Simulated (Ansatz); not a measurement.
# BCl3F: the cost of one run

Method: UKS PBE-D4/def2-SVP, in Ansatz 0.2.0.

**1. Starting point**

Bond lengths: B1–Cl2 2.110 Å, B1–Cl3 1.860 Å, B1–Cl4 1.860 Å, Cl2–F5 1.800 Å. Angles: B1–Cl2–F5 180.0°, Cl2–B1–Cl3 120.0°, Cl2–B1–Cl4 120.0°, Cl3–B1–Cl4 120.0°.

As a file:

```xyz
5

B     0.0000    0.0000    0.0000
Cl    0.0000    0.0000    2.1100
Cl    1.6108    0.0000   -0.9300
Cl   -1.6108    0.0000   -0.9300
F     0.0000    0.0000    3.9100
```

**2. A restrained relaxation towards end A**

Springs on the bonds that form and break draw the guess towards this end; the thresholds are loose.

Input file input.yaml:

```yaml
crystal:
  periodic: [false, false, false]
  atoms:
    - { symbol: B, position_ang: [0.0, 0.0, 0.0] }
    - { symbol: Cl, position_ang: [0.0, 0.0, 2.11] }
    - { symbol: Cl, position_ang: [1.6108, 0.0, -0.93] }
    - { symbol: Cl, position_ang: [-1.6108, 0.0, -0.93] }
    - { symbol: F, position_ang: [0.0, 0.0, 3.91] }
magnetization:
  spin_polarized: true
  initial_magnetization: 1
basis:
  gaussian: { orbitals: def2-SVP }
hamiltonian:
  xc: pbe
  dispersion: d4
relax:
  f_tol: 0.15
  max_steps: 25
  restrain:
    - { distance: [1, 4], at: 2.7, k: 30.0 }
    - { distance: [0, 1], at: 1.86, k: 30.0 }
```

The run is started by

```sh
$ ansatz run input.yaml --threads 2 --pin off --max-ram 3072MiB --backend cpu --events-out ev --progress --plain --runs-dir out
```

What time and memory should one allow on 2 threads of Arm Neoverse V2, shared host?

About 48 s, with a peak of 0.18 GiB.
